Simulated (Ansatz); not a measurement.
# LaH2Rh3: the cost of one run

Computed with Ansatz 0.2.0 (DFT PBE, scalar-relativistic, plane waves, PAW, unless a step names another level, unless a step's input says otherwise).

2 further runs of the same task are left out: 2 that didn't finish.

**1. The starting structure**

Symmetry: R-3m, No. 166, trigonal system. Conventional cell: a = 4.677 Å, b = 4.677 Å, c = 12.716 Å, α = 90.00°, β = 90.00°, γ = 120.00°. Around La (site symmetry -3m) lie 2 Rh at 2.54 Å and 6 H at 2.72 Å. Around H (site symmetry 3m) lie 2 Rh at 1.79 to 2.02 Å. Rh (site symmetry -3m) has 2 H at 1.79 Å as nearest neighbours. Rh (site symmetry 3m) is surrounded by 1 H at 2.02 Å.

Coordinates:

```xyz
6
Lattice="2.3384 1.3501 4.2388 -2.3384 1.3501 4.2388 0.0000 -2.7002 4.2388" Properties=species:S:1:pos:R:3 pbc="T T T"
La    0.0000    0.0000    6.3582
H     0.0000    0.0000    1.7928
H     0.0000    0.0000   10.9236
Rh    0.0000    0.0000    0.0000
Rh    0.0000    0.0000    3.8136
Rh    0.0000    0.0000    8.9028
```

It came out lowest among 25 distinct ends of the trial cells. At a tolerance of 0.05 Å it has space group R-3m (No. 166).

**2. Tight relaxation for the response runs, on the response runs' mesh and smearing**

Input file input.yaml:

```yaml
crystal:
  lattice:
    - [2.338412385, 1.35008302, 4.2388191699]
    - [-2.338412385, 1.35008302, 4.2388191699]
    - [0.0, -2.70016604, 4.2388191699]
  atoms:
    - { symbol: La, position: [0.5, 0.5, 0.5] }
    - { symbol: H, position: [0.1409837174, 0.1409837174, 0.1409837174] }
    - { symbol: H, position: [0.8590162826, 0.8590162826, 0.8590162826] }
    - { symbol: Rh, position: [0.0, 0.0, 0.0] }
    - { symbol: Rh, position: [0.2998983759, 0.2998983759, 0.2998983759] }
    - { symbol: Rh, position: [0.7001016241, 0.7001016241, 0.7001016241] }
basis:
  ecutwfc: 420
kpoints:
  mp_grid: { grid: [12, 12, 12] }
hamiltonian:
  xc: pbe
scf:
  occupations: { method: gaussian, width: 0.1 }
output:
  forces: true
  stress: true
  eigenvalues: true
relax:
  adjacent_minimum: "off"
  f_tol: 0.001
  max_steps: 60
  cell: { stress_tol: 0.01 }
```

Launch:

```bash
ansatz run input.yaml --threads 3 --pin off --max-ram 7680MiB --backend cpu --events-out ev --progress --plain --runs-dir out
```

What time and memory should one allow on 3 threads of Intel Xeon Platinum 8375C at 2.90GHz (Ice Lake), shared host?

About 87 s, with a peak of 0.81 GiB.
